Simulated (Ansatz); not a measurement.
# C3H7BS: the cost of one run

Program: Ansatz 0.2.0. Level of theory: RKS B3LYP/def2-SVP. These are calculated values, not measurements.

## Step 1: The starting structure

Bond lengths: C1–B2 1.577 Å, B2–C3 1.557 Å, C3–C4 1.510 Å, C3–S5 1.458 Å, C1–H6 1.151 Å, C1–H7 1.058 Å, C1–H8 1.115 Å, B2–H9 1.228 Å, C4–H10 1.040 Å, C4–H11 1.169 Å, C4–H12 1.111 Å. Angles (14 of 18 angles, heavy atoms first): C1–B2–C3 119.8°, B2–C3–C4 124.8°, B2–C3–S5 119.0°, C4–C3–S5 115.0°, C1–B2–H9 119.9°, C3–B2–H9 120.2°, B2–C1–H6 107.6°, B2–C1–H7 112.4°, B2–C1–H8 106.6°, C3–C4–H10 114.9°, C3–C4–H11 104.1°, C3–C4–H12 108.9°, H6–C1–H7 112.5°, H6–C1–H8 104.7°.

Structure file:

```xyz
12

C    -1.5150   -0.3815    0.5593
B    -0.3751    0.6661    0.8575
C     0.9289    0.6553    0.0061
C     1.2515   -0.3593   -1.0654
S     2.0474    1.4971    0.4137
H    -1.9493   -0.1385   -0.4780
H    -1.1738   -1.3799    0.6316
H    -2.3446   -0.1607    1.2714
H    -0.4899    1.4449    1.8002
H     2.0103   -0.0799   -1.7195
H     0.2510   -0.4750   -1.6585
H     1.4357   -1.3437   -0.5845
```

## Step 2: Relaxing end A

input.yaml

```yaml
crystal:
  periodic: [false, false, false]
  atoms:
    - { symbol: C, position_ang: [-1.515, -0.3815, 0.5593] }
    - { symbol: B, position_ang: [-0.3751, 0.6661, 0.8575] }
    - { symbol: C, position_ang: [0.9289, 0.6553, 0.0061] }
    - { symbol: C, position_ang: [1.2515, -0.3593, -1.0654] }
    - { symbol: S, position_ang: [2.0474, 1.4971, 0.4137] }
    - { symbol: H, position_ang: [-1.9493, -0.1385, -0.478] }
    - { symbol: H, position_ang: [-1.1738, -1.3799, 0.6316] }
    - { symbol: H, position_ang: [-2.3446, -0.1607, 1.2714] }
    - { symbol: H, position_ang: [-0.4899, 1.4449, 1.8002] }
    - { symbol: H, position_ang: [2.0103, -0.0799, -1.7195] }
    - { symbol: H, position_ang: [0.251, -0.475, -1.6585] }
    - { symbol: H, position_ang: [1.4357, -1.3437, -0.5845] }
basis:
  gaussian: { orbitals: def2-SVP }
hamiltonian:
  xc: b3lyp
relax:
  f_tol: 0.02
  max_steps: 50
output:
  orbitals: {}
```

Command:

```sh
ansatz run input.yaml --threads 2 --pin off --max-ram 3072MiB --backend cpu --events-out ev --progress --plain --runs-dir out
```

What time and memory should one allow on 2 threads of Intel Xeon Platinum 8175M at 2.50GHz (Skylake/Cascade Lake), shared host?

About 82 s, with a peak of 0.26 GiB.
